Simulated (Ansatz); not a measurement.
# C₂HF₃O₂: a ladder of functionals and wavefunction methods

How much do the methods differ for C₂HF₃O₂? The plan is to run it at one geometry with functionals of several rungs and with coupled cluster, and see how far each lands from CCSD(T) at the basis-set limit for the atomisation energy.

The runs use Ansatz 0.2.0, Gaussian basis; functionals in def2-TZVPP, the program's frozen cores in correlated methods.

Levels to be run: LDA (SPW92), PBE-D4, revPBE-D4, BLYP-D4, r2SCAN-D4, B97M-V, PBE0-D4, B3LYP-D4, r2SCANh-D4, r2SCAN0-D4, HSE06-D4, BHLYP-D4, CAM-B3LYP-D4, LC-ωPBE, ωB97X-V, ωB97M-V, B2PLYP, PBE-QIDH; CCSD(T)/def2-SVP; CCSD(T)/def2-TZVPP; MP2/def2-QZVPP; extrapolation to the limit; RPA on PBE.

## (1) The geometry

All runs share one geometry, relaxed beforehand with PBE0-D4 in a triple-zeta def2 set.

SMILES `O=COC(F)(F)F`, 8 atoms, charge 0, spin multiplicity 1.

Atoms are counted from 1 here; the program's logs count them from 0.

Bond lengths: O1–C2 1.183 Å, C2–O3 1.369 Å, C2–H8 1.097 Å, O3–C4 1.376 Å, C4–F5 1.321 Å, C4–F6 1.322 Å, C4–F7 1.322 Å. Angles: O1–C2–O3 126.1°, O1–C2–H8 126.7°, O3–C2–H8 107.2°, C2–O3–C4 119.2°, O3–C4–F5 106.5°, O3–C4–F6 111.8°, O3–C4–F7 111.8°, F5–C4–F6 108.8°, F5–C4–F7 108.8°, F6–C4–F7 109.0°.

As a file:

```mol
C2HF3O2
  3D, bonds by distance, orders not assigned

  8  7  0  0  0  0  0  0  0  0999 V2000
    0.8830   -0.9976    1.3115 O   0  0
    0.0007   -1.2488    0.5653 C   0  0
   -0.5381   -0.3986   -0.3618 O   0  0
   -0.0380    0.8783   -0.4712 C   0  0
   -0.7294    1.4714   -1.4278 F   0  0
   -0.1887    1.5619    0.6508 F   0  0
    1.2411    0.8772   -0.8071 F   0  0
   -0.5386   -2.2008    0.4845 H   0  0
  1  2  8  0
  2  3  8  0
  3  4  8  0
  4  5  8  0
  4  6  8  0
  4  7  8  0
  2  8  8  0
M  END
```

## (2) LDA

This LDA is Slater exchange with PW92 correlation.

The input, in.yaml:

```yaml
crystal:
  periodic: [false, false, false]
  atoms:
    - {symbol: O, position_ang: [0.883038, -0.997584, 1.311479]}
    - {symbol: C, position_ang: [0.000714, -1.248825, 0.565324]}
    - {symbol: O, position_ang: [-0.538096, -0.398617, -0.361841]}
    - {symbol: C, position_ang: [-0.037979, 0.878257, -0.471195]}
    - {symbol: F, position_ang: [-0.729375, 1.471363, -1.427821]}
    - {symbol: F, position_ang: [-0.188702, 1.561890, 0.650810]}
    - {symbol: F, position_ang: [1.241120, 0.877186, -0.807085]}
    - {symbol: H, position_ang: [-0.538620, -2.200771, 0.484530]}
basis:
  gaussian: {orbitals: def2-TZVPP}
hamiltonian: {xc: lda}
output: {orbitals: {seedname: orbitals}}
```

After this run come: PBE-D4 (GGA); revPBE-D4 (GGA); BLYP-D4 (GGA); r2SCAN-D4 (meta-GGA); B97M-V (meta-GGA); PBE0-D4 (hybrid); B3LYP-D4 (hybrid); r2SCANh-D4 (hybrid); r2SCAN0-D4 (hybrid); HSE06-D4 (hybrid); BHLYP-D4 (hybrid); CAM-B3LYP-D4 (range-separated); LC-ωPBE-D4 (range-separated); ωB97X-V (range-separated); ωB97M-V (range-separated); B2PLYP (double hybrid); PBE-QIDH (double hybrid); CCSD(T) in def2-SVP; CCSD(T) in def2-TZVPP; MP2 in def2-QZVPP; RPA on PBE orbitals.

Q: Predict the results of all the runs planned. Wanted: atomisation energy, CCSD(T)/CBS; farthest beyond LDA; mean size of error, GGA; mean size of error, meta-GGA; mean size of error, hybrid; mean size of error, range-separated; mean size of error, double hybrid; gap, smallest and largest; T1 diagnostic.

As calculated:

```
                               quantity                                      value
        atomisation energy, CCSD(T)/CBS                             829.4 kcal/mol
functionals within 4.1 kcal/mol (0.5 %)                         B97M-V, r2SCANh-D4
                    farthest beyond LDA                  BHLYP-D4 (-59.2 kcal/mol)
                mean size of error, GGA                              23.5 kcal/mol
           mean size of error, meta-GGA                               6.2 kcal/mol
             mean size of error, hybrid                              17.8 kcal/mol
    mean size of error, range-separated                               7.0 kcal/mol
      mean size of error, double hybrid                               6.9 kcal/mol
              gap, smallest and largest  5.28 eV (LDA (SPW92)), 13.66 eV (LC-ωPBE)
                          T1 diagnostic                                     0.0138
triples share of the correlation energy                                      3.5 %
```

LDA overbinds by 197.2 kcal/mol (24 %). PBE-D4 is off by +48.9 kcal/mol. Double hybrids carry the basis error of their MP2 part in triple zeta, and no dispersion term here, so their miss is partly the set-up's. By mean error the best rung here is meta-GGA (6.2 kcal/mol) and the worst beyond LDA is GGA (23.5 kcal/mol). The gap between the best rungs is small, so their order is not settled. The reference freezes the cores and leaves out relativity and excitations past (T), so misses under about 4.1 kcal/mol can't be ranked. Hartree-Fock recovers 65 % of the binding; the rest is correlation. CCSD(T) in def2-SVP is off by -38.9 kcal/mol, worse than the median functional, from the basis alone. Orbital gaps span 5.3 to 13.7 eV; exact exchange widens them.
